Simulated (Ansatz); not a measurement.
# Ta2O5: the cost of one run

Computed with Ansatz 0.2.0 (DFT PBEsol, scalar-relativistic, plane waves, PAW, unless a step's input says otherwise).

## (1) The system as given

It takes space group Pmmm (No. 47, orthorhombic). Conventional cell: a = 3.670 Å, b = 3.859 Å, c = 6.433 Å, α = 90.00°, β = 90.00°, γ = 90.00°. Around Ta (site symmetry mmm) lie 6 O at 1.93 to 2.17 Å. Ta (site symmetry mmm) is surrounded by 6 O at 1.83 to 2.06 Å. O (site symmetry mmm) has 2 Ta at 1.93 Å in its first shell of neighbours. O (site symmetry mm2) has 3 Ta at 2.06 to 2.17 Å in its first shell of neighbours. O (site symmetry mmm) is surrounded by 2 Ta at 1.83 Å.

As a file:

```
Ta O
1.0
     3.66999    0.00000    0.00000
     0.00000    3.85909    0.00000
     0.00000    0.00000    6.43348
Ta O
2 5
Direct
  0.50000 0.00000 0.50000
  0.00000 0.00000 0.00000
  0.50000 0.50000 0.50000
  0.00000 0.00000 0.67925
  0.00000 0.50000 0.00000
  0.50000 0.00000 0.00000
  0.00000 0.00000 0.32075
```

It goes back to an entry of the Materials Project, which need not be the stable form.

It is the result of an earlier relaxation at this level (volume 13.02 Å³/atom; gap on the mesh: 0.32 eV).

## (2) The reference cell

Reference values: F = -22422.3086 eV; pressure -0.01 GPa; largest force 0.000 eV/Å; gap on the mesh 0.32 eV. It was computed beforehand with the settings of the runs below.

## (3) Next: a frozen normal mode

Mode 1 of the phonon run on this cell, counted from the lowest, is frozen in: each atom moves by x times its row below, so x is the largest displacement.

```
atom     ux     uy      uz
 Ta1  0.000  0.000  -0.054
 Ta2  0.000  0.000  -0.060
  O3  0.000  0.000   0.082
  O4  0.000  0.000   0.158
  O5  0.000  0.000  -0.112
  O6  0.000  0.000   1.000
  O7  0.000  0.000   0.158
```

## (4) x = -0.260 Å

Contents of input.yaml:

```yaml
crystal:
  lattice:
    - [3.6699850903, 0.0, 0.0]
    - [0.0, 3.8590866944, 0.0]
    - [0.0, 0.0, 6.4334823743]
  atoms:
    - { symbol: Ta, position: [0.5, 0.0, 0.5021787905] }
    - { symbol: Ta, position: [0.0, 0.0, 0.0024140296] }
    - { symbol: O, position: [0.5, 0.5, 0.4966906459] }
    - { symbol: O, position: [0.0, 0.0, 0.6728737195] }
    - { symbol: O, position: [0.0, 0.5, 0.0045309995] }
    - { symbol: O, position: [0.5, 0.0, -0.0404135715] }
    - { symbol: O, position: [0.0, 0.0, 0.3143736443] }
basis:
  ecutwfc: 420
kpoints:
  mp_grid: { grid: [10, 10, 6] }
hamiltonian:
  xc: pbesol
scf:
  occupations: { method: gaussian, width: 0.03 }
output:
  forces: true
  stress: true
  eigenvalues: true
```

On the command line:

```bash
> ansatz run input.yaml --threads 2 --pin off --max-ram 5120MiB --backend cpu --events-out ev --progress --plain --runs-dir out
```

Q: Estimate wall time and peak memory on 2 threads of Intel Xeon Platinum 8259CL at 2.50GHz (Skylake/Cascade Lake), shared host.

About 32 s, with a peak of 0.6 GiB.
